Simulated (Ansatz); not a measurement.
# Ti8C5: the cost of one run

Computed with Ansatz 0.2.0 (DFT LDA, scalar-relativistic, plane waves, PAW, unless a step's input says otherwise).

3 further runs of the same task are left out: 3 set aside as unsound or not needed.

### 1 The structure to begin with

The structure is trigonal, space group R-3m (No. 166). The conventional cell has a = 6.026 Å, b = 6.026 Å, c = 14.622 Å, α = 90.00°, β = 90.00°, γ = 120.00°. Ti (site symmetry m) has 4 C at 2.07 to 2.13 Å in its first shell of neighbours. Ti (site symmetry 3m) has 3 C at 2.08 Å in its first shell of neighbours. Around C (site symmetry 2/m) lie 6 Ti at 2.07 to 2.08 Å. C (site symmetry -3m) is surrounded by 6 Ti at 2.13 Å. C (site symmetry -3m) has 6 Ti at 2.12 Å in its first shell of neighbours.

As a file:

```xyz
13
Lattice="3.0132 1.7396 4.8740 -3.0132 1.7396 4.8740 0.0000 -3.4793 4.8740" Properties=species:S:1:pos:R:3 pbc="T T T"
Ti   -1.5453    0.8922    6.1527
Ti    0.0000   -1.7844    6.1527
Ti    1.5453    0.8922    6.1527
Ti   -1.5453   -0.8922    8.4693
Ti    1.5453   -0.8922    8.4693
Ti    0.0000    1.7844    8.4693
Ti    0.0000    0.0000    3.5843
Ti    0.0000    0.0000   11.0377
C     0.0000   -1.7396    2.4370
C     1.5066    0.8698    2.4370
C    -1.5066    0.8698    2.4370
C     0.0000    0.0000    7.3110
C     0.0000    0.0000    0.0000
```

It goes back to an entry of the Materials Project, which need not be the stable form.

This cell was relaxed beforehand with the same method: volume 11.79 Å³/atom, gap on the mesh none (metal).

### 2 Zone-centre modes

input.yaml reads:

```yaml
crystal:
  lattice:
    - [3.0131521279, 1.7396441921, 4.8739928352]
    - [-3.0131521279, 1.7396441921, 4.8739928352]
    - [0.0, -3.4792883843, 4.8739928352]
  atoms:
    - { symbol: Ti, position: [0.249833504, 0.7626830056, 0.249833504] }
    - { symbol: Ti, position: [0.249833504, 0.249833504, 0.7626830056] }
    - { symbol: Ti, position: [0.7626830056, 0.249833504, 0.249833504] }
    - { symbol: Ti, position: [0.2373169944, 0.750166496, 0.750166496] }
    - { symbol: Ti, position: [0.750166496, 0.2373169944, 0.750166496] }
    - { symbol: Ti, position: [0.750166496, 0.750166496, 0.2373169944] }
    - { symbol: Ti, position: [0.245132105, 0.245132105, 0.245132105] }
    - { symbol: Ti, position: [0.754867895, 0.754867895, 0.754867895] }
    - { symbol: C, position: [0.0, 0.0, 0.5] }
    - { symbol: C, position: [0.5, 0.0, 0.0] }
    - { symbol: C, position: [0.0, 0.5, 0.0] }
    - { symbol: C, position: [0.5, 0.5, 0.5] }
    - { symbol: C, position: [0.0, 0.0, 0.0] }
basis:
  ecutwfc: 420
kpoints:
  mp_grid: { grid: [6, 6, 6] }
hamiltonian:
  xc: lda
scf:
  occupations: { method: fermi_dirac, width: 0.15 }
output:
  eigenvalues: true
phonons:
  method: dfpt
```

Command:

```
> ansatz run input.yaml --threads 4 --pin off --max-ram 12288MiB --backend cpu --events-out ev --progress --plain --runs-dir out
```

**Question.** How long does this run take on 4 threads of Intel Xeon at 2.50GHz (Skylake/Cascade Lake), shared host, and how much memory does it need?

About 22 min, with a peak of 4.3 GiB.
